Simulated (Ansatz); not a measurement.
**C3H6AlN: up Jacob's ladder to CCSD(T)**

The task here is to estimate one member of a computed series from the others.

The runs use Ansatz 0.2.0, Gaussian basis; functionals in def2-TZVPP, the program's frozen cores in correlated methods.

Levels to be run: PBE-D4, r2SCAN-D4, PBE0-D4, B3LYP-D4, ωB97X-V, ωB97M-V, B2PLYP; CCSD(T)/def2-TZVPP; MP2/def2-QZVPP; extrapolation to the limit.

## Structure used throughout

The geometry comes from an earlier relaxation with PBE0-D4 in a triple-zeta def2 set; it is a stationary point, not always the lowest conformer.

11 atoms, charge 0, spin multiplicity 1.

Atoms are counted from 1 here; the program's logs count them from 0.

Bond lengths: C1–C2 1.495 Å, C1–H6 1.097 Å, C1–H7 1.092 Å, C1–H8 1.093 Å, C2–Al3 1.978 Å, C2–C4 1.422 Å, Al3–N5 2.014 Å, Al3–H9 1.588 Å, Al3–H10 1.583 Å, C4–N5 1.269 Å, C4–H11 1.089 Å. Angles: C2–C1–H6 106.8°, C2–C1–H7 111.3°, C2–C1–H8 114.5°, H6–C1–H7 106.5°, H6–C1–H8 108.2°, H7–C1–H8 109.2°, C1–C2–Al3 129.9°, C1–C2–C4 118.5°, Al3–C2–C4 97.2°, C2–Al3–N5 54.7°, C2–Al3–H9 116.5°, C2–Al3–H10 117.4°, N5–Al3–H9 116.7°, N5–Al3–H10 107.6°, H9–Al3–H10 123.3°, C2–C4–N5 85.8°, C2–C4–H11 140.6°, N5–C4–H11 131.9° and more.

The first run:

The input, in.yaml:

```yaml
crystal:
  periodic: [false, false, false]
  atoms:
    - {symbol: C, position_ang: [-1.247951, -0.696582, 0.579042]}
    - {symbol: C, position_ang: [-0.265544, 0.313037, 0.077439]}
    - {symbol: Al, position_ang: [1.676983, 0.471761, 0.416069]}
    - {symbol: C, position_ang: [-0.226567, 0.587036, -1.317261]}
    - {symbol: N, position_ang: [0.843223, -0.095402, -1.327204]}
    - {symbol: H, position_ang: [-1.952308, -0.159879, 1.225912]}
    - {symbol: H, position_ang: [-0.760705, -1.446735, 1.205849]}
    - {symbol: H, position_ang: [-1.820258, -1.200228, -0.204250]}
    - {symbol: H, position_ang: [2.338992, -0.671953, 1.296931]}
    - {symbol: H, position_ang: [2.342931, 1.890418, 0.189813]}
    - {symbol: H, position_ang: [-0.863198, 0.951428, -2.121539]}
basis:
  gaussian: {orbitals: def2-TZVPP}
hamiltonian: {xc: pbe, dispersion: d4}
output: {forces: true, orbitals: {seedname: orbitals}}
```

Run with:

```bash
> ansatz run in.yaml --threads 4 --pin off --events-out ev --progress --plain --max-ram 10444MiB
```

Among the steps run: PBE-D4 (GGA); r2SCAN-D4 (meta-GGA); PBE0-D4 (hybrid); B3LYP-D4 (hybrid); ωB97X-V (range-separated); ωB97M-V (range-separated); B2PLYP (double hybrid); CCSD(T) in def2-TZVPP; MP2 in def2-QZVPP.

One table of the session follows, with a row left open; its other results are not shown here.

It belongs to the step «Atomisation energies». 

```
            method  atomisation energy (kJ/mol)
            PBE-D4                       4180.6
         r2SCAN-D4                       4078.6
           PBE0-D4                       4082.5
          B3LYP-D4                       4064.5
           ωB97X-V                       4070.0
           ωB97M-V                       4072.0
            B2PLYP                       4023.2
     HF/def2-TZVPP                       2845.5
    MP2/def2-TZVPP                       4018.5
   CCSD/def2-TZVPP                       3864.1
CCSD(T)/def2-TZVPP                       3946.3
           MP2/CBS                       4128.4
       CCSD(T)/CBS                            ?
```

Q: Estimate the row for CCSD(T)/CBS from the others.

As computed: atomisation energy (kJ/mol): 4056.2. In the column «atomisation energy (kJ/mol)» it lies between B2PLYP (4023.2) and B3LYP-D4 (4064.5).

Limits of these values: Free atoms (3 C, 1 Al, 1 N, 6 H) were run apart at each level; the atomisation energy is their sum less the molecule, without zero-point or spin-orbit terms.
